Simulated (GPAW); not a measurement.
Runs of GPAW 26.7.0 on WAu. The structure is cubic, space group F-43m (No. 216). Conventional cell: a = 5.818 Å, b = 5.818 Å, c = 5.818 Å, α = 90.00°, β = 90.00°, γ = 90.00°. Around W (site symmetry -43m) lie 4 Au at 2.52 Å. Au (site symmetry -43m) is surrounded by 4 W at 2.52 Å. The cell was built by a generator and needn't be a form met in nature.

```csv
task,level,potentials or basis,spin,older calculator (legacy_gpaw),band path,band points,spin axis theta (degrees),spin axis phi (degrees),gap on the mesh (eV),pressure (GPa)
single point,LDA,"the program's PAW data sets (release 1.2.1) made for this functional, pw",off,-,-,-,-,-,none,-7.2
single point,r2SCAN,"GPAW PAW data sets (gpaw-data 1.2.1), pw",off,-,-,-,-,-,none,(a)
single point,optB88-vdW,"GPAW PAW data sets (gpaw-data 1.2.1), pw",off,yes,-,-,-,-,none,-
band structure,PBE,"GPAW PAW data sets (gpaw-data 1.2.1), pw","SOC, no magnetisation",-,"GXWKGLUWLK,UX",100,0,0,-,0.7
band structure,PBE,"GPAW PAW data sets (gpaw-data 1.2.1), pw",off,-,"GXWKGLUWLK,UX",100,-,-,-,0.7
```

Alike in all rows: cell as given; k mesh 8 × 8 × 8; cutoff (eV) 600; smearing fermi-dirac 0.05 eV.

Estimate the missing entries.

(a) -2.7.

Caveats: with this Au data set, volumes or pressures lay over 1.5 % or 2 GPa off other programs in two to four cells of ten (some runs); the PAW data sets were made with another functional, which shifts forces and pressure a little (some runs); spin-orbit coupling was added after a scalar SCF, so levels and gaps hold it while energy, forces, pressure and moments don't (some runs); this program's spin-orbit splittings come out too wide for heavy elements (some runs); spin-orbit coupling is left out, which moves the levels of the heavy elements (some runs).

A k mesh can miss the band edges, and rows without SOC leave out spin-orbit coupling on Au, W.

A gap of «none» marks a metal or a gap under the smearing width.
